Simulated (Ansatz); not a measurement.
# CH2BClS: one species, many methods

Aim: compute CH2BClS with functionals from several rungs and with coupled cluster. The yardstick is the atomisation energy at the CCSD(T) limit.

The runs use Ansatz 0.2.0, Gaussian basis; functionals in def2-TZVPP, the program's frozen cores in correlated methods.

The runs, in order: LDA (SPW92), PBE-D4, revPBE-D4, BLYP-D4, r2SCAN-D4, B97M-V, PBE0-D4, B3LYP-D4, r2SCANh-D4, r2SCAN0-D4, HSE06-D4, BHLYP-D4, CAM-B3LYP-D4, LC-ωPBE, ωB97X-V, ωB97M-V, B2PLYP, PBE-QIDH; CCSD(T)/def2-SVP; CCSD(T)/def2-TZVPP; MP2/def2-QZVPP; extrapolation to the limit; RPA on PBE.

## (1) The relaxed structure

All runs share one geometry, relaxed beforehand with PBE0-D4 in a triple-zeta def2 set.

SMILES `ClB1CS1`, 6 atoms, charge 0, spin multiplicity 1.

Atoms are counted from 1 here; the program's logs count them from 0.

Bond lengths: Cl1–B2 1.716 Å, B2–C3 1.525 Å, B2–S4 1.738 Å, C3–S4 1.880 Å, C3–H5 1.086 Å, C3–H6 1.086 Å. Angles: Cl1–B2–C3 146.3°, Cl1–B2–S4 143.7°, C3–B2–S4 70.0°, B2–C3–S4 60.4°, B2–C3–H5 121.3°, B2–C3–H6 121.3°, S4–C3–H5 113.8°, S4–C3–H6 113.8°, H5–C3–H6 113.8°, B2–S4–C3 49.7°.

## (2) LDA

This LDA is Slater exchange with PW92 correlation.

in.yaml reads:

```yaml
crystal:
  periodic: [false, false, false]
  atoms:
    - {symbol: Cl, position_ang: [-0.987478, -2.236699, 0.270914]}
    - {symbol: B, position_ang: [-0.518723, -0.625566, -0.088137]}
    - {symbol: C, position_ang: [0.521474, 0.469280, 0.120331]}
    - {symbol: S, position_ang: [-0.980427, 0.806908, -0.958134]}
    - {symbol: H, position_ang: [1.460989, 0.465422, -0.424989]}
    - {symbol: H, position_ang: [0.546366, 1.056654, 1.033813]}
basis:
  gaussian: {orbitals: def2-TZVPP}
hamiltonian: {xc: lda}
output: {orbitals: {seedname: orbitals}}
```

Launch:

```sh
$ ansatz run in.yaml --threads 2 --pin off --events-out ev --progress --plain --max-ram 4352MiB
```

The runs that follow: PBE-D4 (GGA); revPBE-D4 (GGA); BLYP-D4 (GGA); r2SCAN-D4 (meta-GGA); B97M-V (meta-GGA); B3LYP-D4 (hybrid); r2SCANh-D4 (hybrid); r2SCAN0-D4 (hybrid); HSE06-D4 (hybrid); BHLYP-D4 (hybrid); CAM-B3LYP-D4 (range-separated); LC-ωPBE (range-separated); ωB97X-V (range-separated); ωB97M-V (range-separated); B2PLYP (double hybrid); PBE-QIDH (double hybrid); CCSD(T) in def2-SVP; CCSD(T) in def2-TZVPP; MP2 in def2-QZVPP; RPA on PBE orbitals.

**Question.** What will the summary of the whole plan be? Wanted: atomisation energy, CCSD(T)/CBS; farthest beyond LDA; mean size of error, GGA; mean size of error, meta-GGA; mean size of error, hybrid; mean size of error, range-separated; mean size of error, double hybrid; gap, smallest and largest; T1 diagnostic.

As calculated:

| quantity | value |
| --- | --- |
| atomisation energy, CCSD(T)/CBS | 23.213 eV |
| functionals within 0.116 eV (0.5 %) | BLYP-D4, B3LYP-D4, CAM-B3LYP-D4 |
| farthest beyond LDA | PBE-D4 (+1.105 eV) |
| mean size of error, GGA | 0.532 eV |
| mean size of error, meta-GGA | 0.613 eV |
| mean size of error, hybrid | 0.416 eV |
| mean size of error, range-separated | 0.190 eV |
| mean size of error, double hybrid | 0.233 eV |
| gap, smallest and largest | 4.37 eV (LDA (SPW92)), 11.52 eV (LC-ωPBE) |
| T1 diagnostic | 0.0141 |
| triples share of the correlation energy | 4.8 % |

**Reading.** The LDA atomisation energy is off by 4.069 eV (18 %): it overbinds. PBE-D4 is off by +1.105 eV. Double hybrids carry the basis error of their MP2 part in triple zeta, and no dispersion term here, so their miss is partly the set-up's. By mean error the best rung here is range-separated (0.190 eV) and the worst beyond LDA is meta-GGA (0.613 eV). The gap between the best rungs is small, so their order is not settled. Misses under about 0.116 eV are within the doubt on the reference itself, which lacks core-valence correlation, relativity and higher excitations. Hartree-Fock recovers 73 % of the binding; the rest is correlation. CCSD(T) in def2-SVP is off by -1.108 eV, so the small basis spoils what the method gains. Orbital gaps span 4.4 to 11.5 eV; exact exchange widens them.
